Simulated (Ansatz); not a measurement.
Task: an SCF with some post-processing of CsMgF3, space group Pm-3m, with Ansatz's Python interface. Give the script and its output. Level of theory: LDA, PAW, cutoff 510 eV, 4×4×4 k-points, fixed occupations.

Input file `csmgf3.cif`:
```cif
data_CsMgF3
_cell_length_a 4.252307
_cell_length_b 4.252307
_cell_length_c 4.252307
_cell_angle_alpha 90.00000
_cell_angle_beta 90.00000
_cell_angle_gamma 90.00000
_symmetry_space_group_name_H-M 'P 1'
_symmetry_Int_Tables_number 1
loop_
_symmetry_equiv_pos_as_xyz
'x, y, z'
loop_
_atom_site_label
_atom_site_type_symbol
_atom_site_fract_x
_atom_site_fract_y
_atom_site_fract_z
Cs1 Cs    0.000000    0.000000    0.000000
Mg2 Mg    0.500000    0.500000    0.500000
F3 F    0.000000    0.500000    0.500000
F4 F    0.500000    0.000000    0.500000
F5 F    0.500000    0.500000    0.000000
```

The script, `analyse_csmgf3.py`:
```python
from pathlib import Path
import warnings

import ansatz
from ase.data import atomic_numbers
from ase.io import read
import numpy as np
from pymatgen.core import Structure
from scipy.ndimage import map_coordinates
import spglib

warnings.simplefilter("ignore", ansatz.DeckWarning)

atoms = read("csmgf3.cif")
crystal = ansatz.Crystal.from_ase(atoms)

base = (
    crystal.calculation()
    .functional("lda")
    .basis(510)
    .kpoints(density=2.5)
    .occupations("Fixed")
    .compute(density=True, electron_localization_function=True, output_files={"volumetric_format": "npy"}, band_table=True)
)
done = base.run()
rep = done.report

energy = rep["free_energy_ev"]
print("CsMgF3: {:.6f} eV = {:.6f} Ry = {:.6f} Ha".format(energy, energy / 13.605693, energy / 27.211386))
print("Fermi level {:.4f} eV, {} k-points, {} symmetry operations".format(rep["fermi_energy_ev"], rep["n_kpoints"], rep["n_symmetry_ops"]))

final = Structure(done.lattice.cell_ang, [s.symbol for s in done.lattice.sites], [s.position_frac for s in done.lattice.sites])
rho = done.density()
total = sum(channel.density_e_per_ang3 for channel in rho.channels[:2])
grid_cell = np.asarray(rho.fft_grid_basis) @ done.lattice.cell_ang
partner = min(final.get_neighbors(final[0], 5.0), key=lambda n: n.nn_distance)
line = np.linspace(final[0].coords, partner.coords, 11)
points = (line @ np.linalg.inv(grid_cell)) * rho.dims
values = map_coordinates(total, points.T, order=3, mode="grid-wrap")
print(f"from {final[0].specie} to {partner.specie}, {partner.nn_distance:.3f} A")
for t, value in zip(np.linspace(0, partner.nn_distance, 11), values):
    print(f"{t:7.3f} A  {value:9.4f} e/A^3")

folder = Path(done.write_results("elf"))
elf = np.load(folder / "elf.npy")
peak = np.unravel_index(elf.argmax(), elf.shape)
print(f"largest ELF {elf.max():.3f} at grid fractions", np.round(np.array(peak) / elf.shape, 3))
for level in (0.2, 0.5, 0.7, 0.8, 0.9):
    print(f"share of the cell with ELF over {level}: {np.mean(elf > level):.3f}")

spg_cell = (done.lattice.cell_ang, [s.position_frac for s in done.lattice.sites], [atomic_numbers[s.symbol] for s in done.lattice.sites])
for tolerance in (1e-5, 1e-3, 1e-1):
    print(f"symprec {tolerance:g} A: {spglib.get_spacegroup(spg_cell, symprec=tolerance)}")
print("operations used by the run:", rep["n_symmetry_ops"])

levels = np.array(rep["eigenvalues_ev"])
filled = round(rep["n_electrons"] / 2)
top, bottom = levels[:, filled - 1], levels[:, filled]
print("top of band", filled, "at k =", rep["kpoints_frac"][top.argmax()], f"{top.max():.4f} eV")
print("bottom of band", filled + 1, "at k =", rep["kpoints_frac"][bottom.argmin()], f"{bottom.min():.4f} eV")
print(f"gap by band count {bottom.min() - top.max():.3f} eV, least direct gap {(bottom - top).min():.3f} eV")
```

Output of `python analyse_csmgf3.py`:
```text
CsMgF3: -9795.663178 eV = -719.967971 Ry = -359.983985 Ha
Fermi level 2.9864 eV, 10 k-points, 48 symmetry operations
from Cs to F, 3.007 A
  0.000 A    -0.0692 e/A^3
  0.301 A     0.3759 e/A^3
  0.601 A     1.1061 e/A^3
  0.902 A     0.9283 e/A^3
  1.203 A     0.3797 e/A^3
  1.503 A     0.1372 e/A^3
  1.804 A     0.1254 e/A^3
  2.105 A     0.4015 e/A^3
  2.405 A     2.0028 e/A^3
  2.706 A     8.8689 e/A^3
  3.007 A    14.0002 e/A^3
largest ELF 0.893 at grid fractions [0.    0.    0.219]
share of the cell with ELF over 0.2: 0.473
share of the cell with ELF over 0.5: 0.302
share of the cell with ELF over 0.7: 0.197
share of the cell with ELF over 0.8: 0.111
share of the cell with ELF over 0.9: 0.000
symprec 1e-05 A: Pm-3m (221)
symprec 0.001 A: Pm-3m (221)
symprec 0.1 A: Pm-3m (221)
operations used by the run: 48
top of band 20 at k = [0.0, 0.0, 0.0] 2.9864 eV
bottom of band 21 at k = [0.0, 0.0, 0.0] 9.3649 eV
gap by band count 6.378 eV, least direct gap 6.378 eV
```

Reading the output:
- Total energies depend on the potentials; only differences at equal settings carry meaning. A total without «per atom» is that of the cell as typed.
- Semilocal gaps usually lie well under measured ones.
- The Fermi level of a run with fixed occupations marks the highest occupied state on its mesh, not mid-gap.
- The zero of the levels is a convention of the potentials, so an absolute Fermi energy is no work function.
- Grid values close to the nuclei reflect the PAW or pseudopotential construction, not the all-electron fields.
- The structure comes from a database of computed cells and needn't be a stable or known phase.
- Gaps and levels are Kohn-Sham values on a finite set of k-points, without spin-orbit coupling.
- Timing: 2.3 s on 1 thread of Arm Neoverse V2, with other jobs on the host, peak memory 0.44 GiB.

(Lines on the test bed's own set-up are left out of the output.)
